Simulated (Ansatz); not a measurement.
**C3H5Cl2In: small, medium and large basis sets**

The task here is to estimate one member of a computed series from the others.

The runs use Ansatz 0.2.0, Gaussian basis; one geometry, several basis sets.

The runs, in order: PBE0-D4/def2-SVP; ωB97M-V/def2-SVP; PBE0-D4/def2-QZVPP; ωB97M-V/def2-QZVPP; the functionals' def2-TZVPP values are taken from earlier runs.

## The relaxed structure

All runs share one geometry, relaxed beforehand with PBE0-D4 in a triple-zeta def2 set. In takes the def2 core potential; no spin-orbit term is included.

SMILES `C=C[CH2][In]([Cl])[Cl]`, 11 atoms, charge 0, spin multiplicity 1.

Atoms are counted from 1 here; the program's logs count them from 0.

Bond lengths: C1–C2 1.325 Å, C1–H7 1.084 Å, C1–H8 1.087 Å, C2–C3 1.490 Å, C2–H9 1.091 Å, C3–In4 2.142 Å, C3–H10 1.095 Å, C3–H11 1.095 Å, In4–Cl5 2.323 Å, In4–Cl6 2.329 Å. Angles: C2–C1–H7 120.9°, C2–C1–H8 122.6°, H7–C1–H8 116.5°, C1–C2–C3 127.6°, C1–C2–H9 118.1°, C3–C2–H9 114.3°, C2–C3–In4 117.5°, C2–C3–H10 111.3°, C2–C3–H11 111.3°, In4–C3–H10 105.2°, In4–C3–H11 105.2°, H10–C3–H11 105.4°, C3–In4–Cl5 130.6°, C3–In4–Cl6 119.2°, Cl5–In4–Cl6 110.3°.

Coordinates:

```
atom     x (Å)     y (Å)     z (Å)
  C1  -0.06790  -0.83268  -1.56937
  C2  -0.36899  -1.22175  -0.33925
  C3  -0.25940  -0.42956   0.91801
 In4   0.45077   1.58536   0.75984
 Cl5   1.14705   2.80097  -1.09283
 Cl6   0.60281   2.88944   2.68364
  H7  -0.18973  -1.50494  -2.41039
  H8   0.31034   0.16119  -1.79300
  H9  -0.74289  -2.23657  -0.19915
 H10   0.40982  -0.91484   1.63663
 H11  -1.22658  -0.35372   1.42628
```

Set-up of the first run:

File in.yaml:

```yaml
crystal:
  periodic: [false, false, false]
  atoms:
    - {symbol: C, position_ang: [-0.067904, -0.832681, -1.569374]}
    - {symbol: C, position_ang: [-0.368987, -1.221750, -0.339245]}
    - {symbol: C, position_ang: [-0.259402, -0.429556, 0.918012]}
    - {symbol: In, position_ang: [0.450765, 1.585358, 0.759835]}
    - {symbol: Cl, position_ang: [1.147051, 2.800966, -1.092834]}
    - {symbol: Cl, position_ang: [0.602811, 2.889439, 2.683640]}
    - {symbol: H, position_ang: [-0.189725, -1.504945, -2.410385]}
    - {symbol: H, position_ang: [0.310340, 0.161189, -1.793004]}
    - {symbol: H, position_ang: [-0.742888, -2.236569, -0.199155]}
    - {symbol: H, position_ang: [0.409822, -0.914837, 1.636633]}
    - {symbol: H, position_ang: [-1.226583, -0.353715, 1.426279]}
basis:
  gaussian: {orbitals: def2-SVP}
hamiltonian: {xc: pbe0, dispersion: d4}
output: {orbitals: {seedname: orbitals}}
```

Command:

```sh
$ ansatz run in.yaml --threads 4 --pin off --events-out ev --progress --plain --max-ram 11315MiB
```

Among the steps run: PBE0-D4 in def2-SVP; ωB97M-V in def2-SVP; PBE0-D4 in def2-QZVPP; ωB97M-V in def2-QZVPP.

One of the session's tables, all rows but one given; the rest of the session is left out.

It belongs to the step «Density functionals: the series». 

```
functional       basis  HOMO (eV)  LUMO (eV)
   PBE0-D4    def2-SVP      -7.97      -1.46
   PBE0-D4  def2-TZVPP      -8.07      -1.62
   PBE0-D4  def2-QZVPP      -8.08      -1.69
   ωB97M-V    def2-SVP     -10.21       0.23
   ωB97M-V  def2-TZVPP     -10.32       0.01
   ωB97M-V  def2-QZVPP          ?          ?
```

**Question.** Estimate the row for ωB97M-V, def2-QZVPP.

As computed: HOMO (eV): -10.34; LUMO (eV): -0.05. In the column «HOMO (eV)» it is the lowest.
